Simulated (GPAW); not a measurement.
# SiSe (P-6m2) in GPAW: notebook, part 3 of 3

GPAW 26.7.0.

### 7 Relaxation of cell and atoms, LDA, target pressure 30 GPa, at which the enthalpy is minimised

File run.py:

```python
from ase import Atoms
from ase.filters import FrechetCellFilter
from ase.io import write
from ase.optimize import BFGS
from ase.units import GPa
from gpaw import GPAW, PW

atoms = Atoms(['Si', 'Se'],
              cell=[[3.5951980377, 0.0, 0.0],
                    [-1.7975990189, 3.1135328323, 0.0],
                    [0.0, 0.0, 3.59873]],
              scaled_positions=[[0.66667, 0.33333, 0.5],
                                [0.0000033333, -0.0000033333, 0.0]],
              pbc=True)

calc = GPAW(mode=PW(600),
            xc='LDA',
            kpts={'size': (7, 7, 6), 'gamma': True},
            occupations={'name': 'fermi-dirac', 'width': 0.05},
            nbands=13,
            convergence={'density': 1e-05, 'forces': 0.0001},
            maxiter=150,
            txt='gpaw.txt')
atoms.calc = calc
opt = BFGS(FrechetCellFilter(atoms, scalar_pressure=30 * GPa), trajectory='relax.traj', logfile='-')
done = opt.run(fmax=0.02, steps=60)
calc.write('gs.gpw')
write('result.traj', atoms)
print('Converged:', done)
print('Cell:', atoms.cell.cellpar().round(4))
print('Volume:', round(atoms.get_volume(), 4))
print(atoms.get_scaled_positions().round(5))
```

Potentials or basis: the program's PAW data sets (release 1.2.1) made for this functional, pw.

Command:

```bash
$ OMP_NUM_THREADS=1 python run.py
```

gpaw.txt:

```text
__  _  _
 | _ |_)|_||  |
 |__||  | ||/\| - 26.7.0

Input parameters:
  mode=PW(ecut=600.0),
  convergence={'density': 1e-05, 'forces': 0.0001},
  kpts=MonkhorstPack(size=(7, 7, 6), gamma=True),
  maxiter=150,
  nbands=13,
  occupations=Occupations(name='fermi-dirac', width=0.05),
  xc=XC(name='LDA')

Diagonalizing LCAO Hamiltonian
Converting LCAO to pw mode

            Si

       Se

Atoms  # Å, Bohr magnetons
|   | symbol |        x |         y |        z |    initial magnetic moments |
|---|--------|----------|-----------|----------|-----------------------------|
| 0 |     Si | 1.797617 |  1.037834 | 1.799365 | ( 0.0000,  0.0000,  0.0000) |
| 1 |     Se | 0.000018 | -0.000010 | 0.000000 | ( 0.0000,  0.0000,  0.0000) |

Unit cell  # Å
| periodic |         x |        y |        z |  lengths |     angles |
|----------|-----------|----------|----------|----------|------------|
|      yes |  3.595198 | 0.000000 | 0.000000 | 3.595198 |  90.000000 |
|      yes | -1.797599 | 3.113533 | 0.000000 | 3.595198 |  90.000000 |
|      yes |  0.000000 | 0.000000 | 3.598730 | 3.598730 | 120.000000 |

Number of symmetries: 4
Symmetry operations  # r_c * U_cc + t_c -> r_c
|   | kind |            matrix            |
|---|------|------------------------------|
| 0 |  E   |  1, 0, 0,  0, 1, 0,  0, 0, 1 |
| 1 |  σ   |  1, 0, 0,  0, 1, 0,  0, 0,-1 |
| 2 |  σ   |  0,-1, 0, -1, 0, 0,  0, 0, 1 |
| 3 |  C2  |  0,-1, 0, -1, 0, 0,  0, 0,-1 |
[... 182 lines left out ...]
No gap
No difference between direct/indirect transitions

Stress tensor  # eV/Ang^3
|        x |        y |        z |
|----------|----------|----------|
| 0.026202 | 0.000000 | 0.000000 |
| 0.000000 | 0.026202 | 0.000000 |
| 0.000000 | 0.000000 | 0.030571 |

Forces  # eV/Ang
|        x |       y |       z |
|----------|---------|---------|
| -0.00000 | 0.00000 | 0.00000 |  # Si   0
| -0.00000 | 0.00000 | 0.00000 |  # Se   1

Interpolating wave functions to new cell

            Si

       Se

Atoms  # Å, Bohr magnetons
|   | symbol |        x |         y |        z |    initial magnetic moments |
|---|--------|----------|-----------|----------|-----------------------------|
| 0 |     Si | 1.743254 |  1.006448 | 1.743853 | ( 0.0000,  0.0000,  0.0000) |
| 1 |     Se | 0.000017 | -0.000010 | 0.000000 | ( 0.0000,  0.0000,  0.0000) |

Unit cell  # Å
| periodic |         x |         y |        z |  lengths |     angles |
|----------|-----------|-----------|----------|----------|------------|
|      yes |  3.486473 | -0.000000 | 0.000000 | 3.486473 |  90.000000 |
|      yes | -1.743237 |  3.019374 | 0.000000 | 3.486473 |  90.000000 |
|      yes |  0.000000 |  0.000000 | 3.487705 | 3.487705 | 120.000000 |

Number of symmetries: 4
Symmetry operations  # r_c * U_cc + t_c -> r_c
|   | kind |            matrix            |
|---|------|------------------------------|
| 0 |  E   |  1, 0, 0,  0, 1, 0,  0, 0, 1 |
| 1 |  σ   |  1, 0, 0,  0, 1, 0,  0, 0,-1 |
| 2 |  σ   |  0,-1, 0, -1, 0, 0,  0, 0, 1 |
| 3 |  C2  |  0,-1, 0, -1, 0, 0,  0, 0,-1 |
[... 185 lines left out ...]
Stress tensor  # eV/Ang^3
|         x |         y |         z |
|-----------|-----------|-----------|
| -0.005394 | -0.000000 |  0.000000 |
| -0.000000 | -0.005394 |  0.000000 |
|  0.000000 |  0.000000 | -0.030226 |

Forces  # eV/Ang
|        x |       y |       z |
|----------|---------|---------|
| -0.00000 | 0.00000 | 0.00000 |  # Si   0
| -0.00000 | 0.00000 | 0.00000 |  # Se   1

Interpolating wave functions to new cell

            Si
[... 210 lines left out ...]
Stress tensor  # eV/Ang^3
|         x |         y |         z |
|-----------|-----------|-----------|
| -0.193668 |  0.000000 | -0.000000 |
|  0.000000 | -0.193668 |  0.000000 |
| -0.000000 |  0.000000 | -0.286450 |

Forces  # eV/Ang
|        x |        y |       z |
|----------|----------|---------|
| -0.00000 |  0.00000 | 0.00000 |  # Si   0
|  0.00000 | -0.00000 | 0.00000 |  # Se   1

Interpolating wave functions to new cell

            Si
[... 209 lines left out ...]
Stress tensor  # eV/Ang^3
|         x |         y |         z |
|-----------|-----------|-----------|
| -0.161631 |  0.000000 |  0.000000 |
|  0.000000 | -0.161631 |  0.000000 |
| -0.000000 |  0.000000 | -0.220242 |

Forces  # eV/Ang
|        x |        y |       z |
|----------|----------|---------|
| -0.00000 |  0.00000 | 0.00000 |  # Si   0
|  0.00000 | -0.00000 | 0.00000 |  # Se   1

Interpolating wave functions to new cell

            Si
[... 207 lines left out ...]
Stress tensor  # eV/Ang^3
|         x |         y |         z |
|-----------|-----------|-----------|
| -0.168270 |  0.000000 | -0.000000 |
|  0.000000 | -0.168270 |  0.000000 |
| -0.000000 |  0.000000 | -0.210531 |

Forces  # eV/Ang
|        x |       y |       z |
|----------|---------|---------|
| -0.00000 | 0.00000 | 0.00000 |  # Si   0
| -0.00000 | 0.00000 | 0.00000 |  # Se   1

Interpolating wave functions to new cell

            Si
[... 208 lines left out ...]
Stress tensor  # eV/Ang^3
|         x |         y |         z |
|-----------|-----------|-----------|
| -0.182068 |  0.000000 | -0.000000 |
|  0.000000 | -0.182068 |  0.000000 |
| -0.000000 |  0.000000 | -0.202771 |

Forces  # eV/Ang
|        x |        y |       z |
|----------|----------|---------|
| -0.00000 |  0.00000 | 0.00000 |  # Si   0
|  0.00000 | -0.00000 | 0.00000 |  # Se   1

Interpolating wave functions to new cell

            Si
[... 208 lines left out ...]
Stress tensor  # eV/Ang^3
|         x |         y |         z |
|-----------|-----------|-----------|
| -0.190007 |  0.000000 | -0.000000 |
|  0.000000 | -0.190007 |  0.000000 |
| -0.000000 |  0.000000 | -0.184214 |

Forces  # eV/Ang
|        x |        y |       z |
|----------|----------|---------|
| -0.00000 |  0.00000 | 0.00000 |  # Si   0
|  0.00000 | -0.00000 | 0.00000 |  # Se   1

Interpolating wave functions to new cell

            Si
[... 207 lines left out ...]
Stress tensor  # eV/Ang^3
|         x |         y |         z |
|-----------|-----------|-----------|
| -0.187032 |  0.000000 |  0.000000 |
|  0.000000 | -0.187032 |  0.000000 |
| -0.000000 |  0.000000 | -0.188459 |

Forces  # eV/Ang
|        x |        y |       z |
|----------|----------|---------|
|  0.00000 | -0.00000 | 0.00000 |  # Si   0
| -0.00000 |  0.00000 | 0.00000 |  # Se   1

# Writing to gs.gpw (mode='')
```

stdout:

```text
Step          Energy          fmax
BFGS:    0       -2.222323        4.387181
BFGS:    1       -2.920750        3.338335
BFGS:    2       -3.693709        1.400692
BFGS:    3       -3.718108        0.481672
BFGS:    4       -3.726700        0.339048
BFGS:    5       -3.739715        0.224256
BFGS:    6       -3.742743        0.043719
BFGS:    7       -3.742935        0.017531
Converged: True
Cell: [  3.1504   3.1504   3.36    90.      90.     120.    ]
Volume: 28.8801
[[0.66667 0.33333 0.5    ]
 [0.      1.      0.     ]]
```

Wall time 83 s (1 thread of Arm Neoverse V2, shared host); peak memory 0.24 GiB.

Results:

```
Free energy                                            : -9.1506 eV
Relaxed volume                                         : 14.44 Å³/atom
Relaxed cell                                           : a = 3.150 Å, b = 3.150 Å, c = 3.360 Å, α = 90.00°, β = 90.00°, γ = 120.00°
Space group after relaxing (to 0.05 Å)                 : P-6m2 (No. 187)
Energy change on relaxing (the enthalpy is what falls) : +307.9 meV/atom
Ionic steps                                            : 8
Pressure after relaxing                                : 30.0 GPa
Band gap on the k mesh                                 : none (metal or under the smearing width)
```

Step by step:
```tsv
step	energy change (eV)	largest force (eV/Å)	pressure (GPa)	volume (Å³)
1	0.0000	0.0000	-4.43	40.28
2	-0.0296	0.0000	2.19	36.71
3	0.7846	0.0000	35.98	28.24
4	0.5809	0.0000	29.03	29.20
5	0.5867	0.0000	29.22	29.12
6	0.6178	0.0000	30.28	28.89
7	0.6220	0.0000	30.13	28.85
8	0.6158	0.0000	30.04	28.88
```

Final structure:
```
Si Se
1.0
     3.15039    0.00000    0.00000
    -1.57519    2.72832    0.00000
     0.00000    0.00000    3.36000
Si Se
1 1
Direct
  0.66667 0.33333 0.50000
  0.00000 0.00000 0.00000
```

Levels at points of the mesh, in eV from the Fermi level:
| k point | band 2 | band 3 | band 4 | band 5 | band 6 | band 7 | band 8 | band 9 |
| --- | --- | --- | --- | --- | --- | --- | --- | --- |
| (0.00, 0.00, 0.00) | -5.92 | -4.10 | -1.70 | -1.70 | 3.21 | 3.62 | 3.62 | 8.85 |
| (0.00, 0.00, 0.50) | -12.81 | -0.36 | -0.36 | 3.81 | 3.89 | 3.89 | 4.72 | 7.60 |

Caveat: later steps reuse the first step's grids; the volume moved by over 15 % at a fixed basis, so the end points are rough.

### 8 Overview

| cell | target pressure | gap on the mesh (eV) | pressure (GPa) |
| --- | --- | --- | --- |
| relaxed | - | none | -0.1 |
| relaxed to 2 GPa | 2 GPa | none | 2.0 |
| relaxed to 5 GPa | 5 GPa | none | 5.0 |
| relaxed to 10 GPa | 10 GPa | none | 10.0 |
| relaxed to 20 GPa | 20 GPa | none | 19.9 |
| relaxed to 30 GPa | 30 GPa | none | 30.0 |

Alike in all rows: task relaxation of cell and atoms; level LDA; potentials or basis the program's PAW data sets (release 1.2.1) made for this functional, pw; no spin polarisation; k mesh 7 × 7 × 6; cutoff (eV) 600; smearing fermi-dirac 0.05 eV.

Caveats: later steps reuse the first step's grids; the volume moved by over 15 % at a fixed basis, so the end points are rough (some runs).

Total energies depend on the potentials used, so only differences within one code and one set of settings carry meaning.
